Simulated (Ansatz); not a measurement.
A nudged elastic band was laid between two geometries of a periodic cell of 21 atoms, CuSi₁₆H₄ (surface Si(111), underside capped with H, adsorbate Cu).

Level of theory: DFT PBEsol, scalar-relativistic, plane waves, PAW in Ansatz. Settings: PAW set soft_1, cutoff 420 eV, k mesh 2x2x1, fermi-dirac smearing 0.05 eV, spin collinear.

```
movable images  : 3
climbing image  : yes
spring          : 5.0 eV/Å²
optimiser       : quadratic models (default)
start path      : IDPP
force threshold : 0.05 eV/Å
iteration limit : 61
end points      : relaxed
atoms held      : 1 to 8
```

Image 0:

```xyz
21
Lattice="7.6792 0.0000 0.0000 3.8396 6.6504 0.0000 0.0000 0.0000 17.4188" Properties=species:S:1:pos:R:3
H 1.920 1.108 1.000
H 5.759 1.108 1.000
H 3.840 4.434 1.000
H 7.679 4.434 1.000
Si 1.920 1.108 2.500
Si 5.759 1.108 2.500
Si 3.840 4.434 2.500
Si 7.679 4.434 2.500
Si 0.000 2.217 3.249
Si 3.840 2.216 3.248
Si 1.919 5.542 3.247
Si 5.760 5.542 3.247
Si 0.000 2.217 5.613
Si 3.840 2.204 5.604
Si 1.910 5.547 5.603
Si 5.769 5.547 5.603
Si 0.000 -0.008 6.283
Si 3.840 -0.001 6.379
Si 1.927 3.329 6.284
Si 5.752 3.329 6.284
Cu 7.684 6.614 8.545
```

Image 4:

Only the atoms that move by more than 0.05 Å are listed.
```
Si12 5.755 5.544 3.175
Si13 -0.238 2.348 5.667
Si14 3.812 2.232 5.685
Si15 1.687 5.682 5.667
Si16 5.751 5.547 5.479
Si17 -0.092 0.053 5.647
Si18 3.636 0.067 6.616
Si19 1.808 3.390 5.704
Si20 5.599 3.467 6.616
Cu21 6.508 5.110 7.867
```

Which bonds break or form, and what moves?

Contacts made: Si16–Cu21, Si20–Cu21. The atom that moves furthest is Cu21, by 2.03 Å; four of its nearest neighbours are Si18 2.17, Si15 3.66, Si16 3.67, Si14 3.70 Å at the first end and Si18 2.26, Si20 2.26, Si16 2.54, Si15 3.65 Å at the last.

Give the energies along the band, and the barrier.

It converged. The highest image is number 1 of 0 to 4, 0.007 eV above the first end and 1.065 eV above the last; the last end lies 1.058 eV below the first. The top lies less than 8 meV above the higher end, about what the thresholds resolve: that end is a shoulder or a very shallow well. By the program's own check the climbing image is of a kind that is not told: the force calls were inconclusive, a negative curvature could not be distinguished from the path's own, the only one lies far off the path, or fixed occupations may fill a level only in part (lowest curvatures found: -0.18 and 0.00 eV/Å²). Limits of this set-up: coarse k mesh, thin slab, slab without dipole correction, PAW files made for another functional.

```json
{"image": "0", "path coordinate (Å)": "0.00", "energy (eV)": "0.000", "Si16–Cu21 (Å)": "3.67", "Si20–Cu21 (Å)": "4.43"}
{"image": "1", "path coordinate (Å)": "0.59", "energy (eV)": "0.007", "Si16–Cu21 (Å)": "3.30", "Si20–Cu21 (Å)": "3.90"}
{"image": "2", "path coordinate (Å)": "1.35", "energy (eV)": "-0.236", "Si16–Cu21 (Å)": "2.99", "Si20–Cu21 (Å)": "3.14"}
{"image": "3", "path coordinate (Å)": "2.10", "energy (eV)": "-0.938", "Si16–Cu21 (Å)": "2.60", "Si20–Cu21 (Å)": "2.36"}
{"image": "4", "path coordinate (Å)": "2.86", "energy (eV)": "-1.058", "Si16–Cu21 (Å)": "2.54", "Si20–Cu21 (Å)": "2.26"}
```

What is the geometry of the highest image?


```xyz
21
Lattice="7.6792 0.0000 0.0000 3.8396 6.6504 0.0000 0.0000 0.0000 17.4188" Properties=species:S:1:pos:R:3
H 1.920 1.108 1.000
H 5.759 1.108 1.000
H 3.840 4.434 1.000
H 7.679 4.434 1.000
Si 1.920 1.108 2.500
Si 5.759 1.108 2.500
Si 3.840 4.434 2.500
Si 7.679 4.434 2.500
Si 0.000 2.217 3.252
Si 3.842 2.215 3.263
Si 1.920 5.544 3.254
Si 5.757 5.541 3.223
Si 0.012 2.227 5.619
Si 3.859 2.225 5.632
Si 1.932 5.559 5.614
Si 5.794 5.567 5.561
Si 0.033 -0.001 6.282
Si 3.853 0.007 6.371
Si 1.935 3.341 6.293
Si 5.777 3.365 6.289
Cu 7.233 6.259 8.452
```

The band took 9 iterations and roughly 40 core-minutes.

Run time: 28 min on 2 threads of Arm Neoverse V1, with other jobs on the host, peak memory 2.9 GiB.
